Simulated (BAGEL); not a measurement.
# PBE0/6-31G(d) (density fitting with cc-pvqz-jkfit, spherical functions) run of C2H9NSi (SMILES CN(C)[SiH3])

Aim: the energy change on altering one bond length of C2H9NSi at PBE0/6-31G* (density fitting with cc-pvqz-jkfit, spherical functions), from 2 runs. 

The results are computed with BAGEL 1.2.2.

**1. The structure to begin with**

C2H9NSi has 13 atoms, charge 0, and is taken as a singlet. SMILES: `CN(C)[SiH3]`. Geometry: relaxed at PBE0-D4/def2-TZVP.

Bond lengths: C1–N2 1.442 Å, N2–C3 1.442 Å, N2–Si4 1.717 Å, C1–H5 1.101 Å, C1–H6 1.097 Å, C1–H7 1.092 Å, C3–H8 1.097 Å, C3–H9 1.101 Å, C3–H10 1.092 Å, Si4–H11 1.497 Å, Si4–H12 1.487 Å, Si4–H13 1.487 Å. Some angles: C1–N2–C3 113.7°, C1–N2–Si4 120.9°, C3–N2–Si4 120.9°, N2–C1–H5 112.8°, N2–C1–H6 110.4°, N2–C1–H7 110.5°, N2–C3–H8 110.4°, N2–C3–H9 112.8°, N2–C3–H10 110.5°, N2–Si4–H11 115.3°.

**2. The energy at PBE0/6-31G(d) (density fitting with cc-pvqz-jkfit, spherical functions)**

The input, calc.json:

```json
{ "bagel" : [

{
  "title" : "molecule",
  "basis" : "6-31gs.json",
  "df_basis" : "cc-pvqz-jkfit",
  "angstrom" : true,
  "geometry" : [
    { "atom" : "C", "xyz" : [   -0.853400,    1.051500,   -0.567400 ] },
    { "atom" : "N", "xyz" : [   -0.064300,    0.101400,    0.176900 ] },
    { "atom" : "C", "xyz" : [    1.257300,    0.576800,    0.503700 ] },
    { "atom" : "Si", "xyz" : [   -0.404400,   -1.580400,    0.101900 ] },
    { "atom" : "H", "xyz" : [   -0.416100,    1.292500,   -1.548500 ] },
    { "atom" : "H", "xyz" : [   -0.947500,    1.991500,   -0.009400 ] },
    { "atom" : "H", "xyz" : [   -1.860700,    0.663700,   -0.735400 ] },
    { "atom" : "H", "xyz" : [    1.197400,    1.509100,    1.079000 ] },
    { "atom" : "H", "xyz" : [    1.870100,    0.778300,   -0.388400 ] },
    { "atom" : "H", "xyz" : [    1.787100,   -0.156700,    1.115700 ] },
    { "atom" : "H", "xyz" : [    0.068700,   -2.275300,   -1.137100 ] },
    { "atom" : "H", "xyz" : [   -1.879700,   -1.752300,    0.167000 ] },
    { "atom" : "H", "xyz" : [    0.265600,   -2.234700,    1.256700 ] }
  ]
},
{ "title" : "ks", "xc_func" : "pbe0" },
{ "title" : "print", "file" : "orbitals.molden", "orbitals" : true }

]}
```

The basis set 6-31G* is read from a file made from the Basis Set Exchange's data (not shown).

Command:

```bash
$ BAGEL_NUM_THREADS=1 BAGEL calc.json > calc.out
```

Standard output:

```text
* using 1 threads per process

  ===============================================================
  ===============================================================

  *** Geometry ***

  { "atom" : "C", "xyz" : [     -1.612692,      1.987047,     -1.072231 ] },
  { "atom" : "N", "xyz" : [     -0.121509,      0.191618,      0.334293 ] },
  { "atom" : "C", "xyz" : [      2.375953,      1.089994,      0.951855 ] },
  { "atom" : "Si", "xyz" : [     -0.764205,     -2.986523,      0.192563 ] },
  { "atom" : "H", "xyz" : [     -0.786315,      2.442471,     -2.926241 ] },
  { "atom" : "H", "xyz" : [     -1.790516,      3.763390,     -0.017763 ] },
  { "atom" : "H", "xyz" : [     -3.516213,      1.254211,     -1.389705 ] },
  { "atom" : "H", "xyz" : [      2.262758,      2.851786,      2.039014 ] },
  { "atom" : "H", "xyz" : [      3.533977,      1.470774,     -0.733970 ] },
  { "atom" : "H", "xyz" : [      3.377130,     -0.296120,      2.108367 ] },
  { "atom" : "H", "xyz" : [      0.129824,     -4.299694,     -2.148808 ] },
  { "atom" : "H", "xyz" : [     -3.552118,     -3.311367,      0.315584 ] },
  { "atom" : "H", "xyz" : [      0.501911,     -4.222971,      2.374819 ] },

  Number of auxiliary basis functions:      925

  Since a DF basis is specified, we compute 2- and 3-index integrals:
    o Being stored without compression. Storage requirement is 0.045 GB

  Number of basis functions:       78
  Number of electrons      :       42

    * METHOD: MOLECULE                             0.96

  *** Kohn-Sham DFT ***

    * Removing 25115 points whose weight is below 1.00e-10
    * Grid points: 168663

  === Nuclear Repulsion ===
   180.6352916615

       - DIIS with orbital gradients will be used.

  === KS iteration (pbe0 / 6-31gs.json) ===
      0       -382.85336653          0.22068500           0.49
      1       -402.50573503          0.11164081           0.55
      2       -384.25633518          0.27188875           0.56
      3       -412.27258387          0.18308602           0.52
      4       -415.93787209          0.15747197           0.48
      5       -417.82436782          0.14636247           0.52
      6       -420.82345354          0.11405371           0.54
      7       -422.21541967          0.07462668           0.50
      8       -425.19706340          0.02917339           0.47
      9       -425.50605085          0.00950500           0.48
     10       -425.55198334          0.00200659           0.47
     11       -425.55322988          0.00111126           0.51
     12       -425.55378400          0.00018181           0.47
     13       -425.55379721          0.00001467           0.48
     14       -425.55379728          0.00000495           0.49
     15       -425.55379729          0.00000226           0.47
     16       -425.55379729          0.00000041           0.49
     17       -425.55379729          0.00000015           0.47
     18       -425.55379729          0.00000007           0.48
     19       -425.55379729          0.00000002           0.48
     20       -425.55379729          0.00000001           0.48
    * SCF iteration converged.

    * Permanent dipole moment:
           (   -0.126005,    -0.347836,     0.094286) a.u.

    * METHOD: KS                                  11.23

    * METHOD: PRINT                                0.01

  ===============================================================
```

It took 13 s on 1 thread of Intel Xeon 6975P-C (Granite Rapids), shared host; peak memory 0.63 GiB.

**3. The distorted shape at the same level**

The input, input.json:

```json
{ "bagel": [

{
  "title": "molecule",
  "basis": "6-31gs.json",
  "df_basis": "cc-pvqz-jkfit",
  "angstrom": true,
  "geometry": [
    { "atom": "C", "xyz": [      -1.159777,       0.950758,      -0.121384 ] },
    { "atom": "N", "xyz": [      -0.370677,       0.000658,       0.622916 ] },
    { "atom": "C", "xyz": [       0.950923,       0.476058,       0.949716 ] },
    { "atom": "Si", "xyz": [      -0.710777,      -1.681142,       0.547916 ] },
    { "atom": "H", "xyz": [      -0.722477,       1.191758,      -1.102484 ] },
    { "atom": "H", "xyz": [      -1.253877,       1.890758,       0.436616 ] },
    { "atom": "H", "xyz": [      -2.167077,       0.562958,      -0.289384 ] },
    { "atom": "H", "xyz": [       0.891023,       1.408358,       1.525016 ] },
    { "atom": "H", "xyz": [       1.870100,       0.778300,      -0.388400 ] },
    { "atom": "H", "xyz": [       1.480723,      -0.257442,       1.561716 ] },
    { "atom": "H", "xyz": [      -0.237677,      -2.376042,      -0.691084 ] },
    { "atom": "H", "xyz": [      -2.186077,      -1.853042,       0.613016 ] },
    { "atom": "H", "xyz": [      -0.040777,      -2.335442,       1.702716 ] }
  ]
},

{ "title": "ks", "xc_func": "pbe0", "charge": 0 },

{ "title": "print", "file": "orbitals.molden", "orbitals": true }

]}
```

The basis set 6-31G* is read from a file made from the Basis Set Exchange's data (not shown).

Command:

```bash
$ BAGEL_NUM_THREADS=1 BAGEL input.json > input.out
```

Standard output:

```text
* using 1 threads per process

  ===============================================================
  ===============================================================

  *** Geometry ***

  { "atom" : "C", "xyz" : [     -2.191661,      1.796672,     -0.229383 ] },
  { "atom" : "N", "xyz" : [     -0.700478,      0.001243,      1.177141 ] },
  { "atom" : "C", "xyz" : [      1.796984,      0.899619,      1.794703 ] },
  { "atom" : "Si", "xyz" : [     -1.343174,     -3.176898,      1.035411 ] },
  { "atom" : "H", "xyz" : [     -1.365284,      2.252096,     -2.083393 ] },
  { "atom" : "H", "xyz" : [     -2.369484,      3.573015,      0.825085 ] },
  { "atom" : "H", "xyz" : [     -4.095182,      1.063836,     -0.546857 ] },
  { "atom" : "H", "xyz" : [      1.683789,      2.661411,      2.881863 ] },
  { "atom" : "H", "xyz" : [      3.533977,      1.470774,     -0.733970 ] },
  { "atom" : "H", "xyz" : [      2.798161,     -0.486495,      2.951216 ] },
  { "atom" : "H", "xyz" : [     -0.449144,     -4.490069,     -1.305959 ] },
  { "atom" : "H", "xyz" : [     -4.131087,     -3.501742,      1.158432 ] },
  { "atom" : "H", "xyz" : [     -0.077057,     -4.413346,      3.217667 ] },

  Number of auxiliary basis functions:      925

  Since a DF basis is specified, we compute 2- and 3-index integrals:
    o Being stored without compression. Storage requirement is 0.045 GB

  Number of basis functions:       78
  Number of electrons      :       42

    * METHOD: MOLECULE                             0.76

  *** Kohn-Sham DFT ***

    * Removing 24417 points whose weight is below 1.00e-10
    * Grid points: 169361

  === Nuclear Repulsion ===
   178.8374859531

       - DIIS with orbital gradients will be used.

  === KS iteration (pbe0 / 6-31gs.json) ===
      0       -382.38215501          0.21694180           0.70
      1       -401.71375393          0.11233363           0.52
      2       -387.38032066          0.25297982           0.59
      3       -409.06338323          0.15357929           0.54
      4       -419.82506167          0.11938231           0.49
      5       -416.45234969          0.11971782           0.49
      6       -420.59015571          0.09736136           0.50
      7       -411.57170615          0.14524361           0.51
      8       -425.24436888          0.02303015           0.50
      9       -425.38003787          0.01333047           0.50
     10       -425.48034263          0.00333873           0.49
     11       -425.48452269          0.00150922           0.51
     12       -425.48559229          0.00022438           0.50
     13       -425.48561045          0.00004148           0.49
     14       -425.48561102          0.00001857           0.50
     15       -425.48561118          0.00000375           0.49
     16       -425.48561118          0.00000157           0.50
     17       -425.48561118          0.00000047           0.50
     18       -425.48561119          0.00000018           0.49
     19       -425.48561119          0.00000005           0.50
     20       -425.48561119          0.00000001           0.50
     21       -425.48561119          0.00000001           0.49
    * SCF iteration converged.

    * Permanent dipole moment:
           (    0.251838,    -0.186141,    -0.134178) a.u.

    * METHOD: KS                                  12.16

    * METHOD: PRINT                                0.01

  ===============================================================
```

It took 13 s on 1 thread of Intel Xeon 6975P-C (Granite Rapids), shared host; peak memory 0.63 GiB.

**4. What came out**

Level: PBE0/6-31G* (density fitting with cc-pvqz-jkfit, spherical functions).

| quantity | value |
| --- | --- |
| first shape: total energy | -425.55380 Eh |
| first shape: dipole moment | 0.97 D |
| first shape: HOMO energy | -6.17 eV |
| first shape: LUMO energy | 1.10 eV |
| first shape: HOMO–LUMO gap | 7.27 eV |
| distorted shape: total energy | -425.48561 Eh |
| distorted shape: dipole moment | 0.87 D |
| distorted shape: HOMO energy | -6.30 eV |
| distorted shape: LUMO energy | 0.50 eV |
| distorted shape: HOMO–LUMO gap | 6.80 eV |
| energy change with the C3–H9 bond stretched from 1.101 to 1.651 Å | 1.855 eV |

**Reading.** With the C3–H9 bond stretched from 1.101 to 1.651 Å the energy rises by 1.86 eV (179 kJ/mol). The first shape isn't relaxed at this level, so the change isn't measured from a minimum.
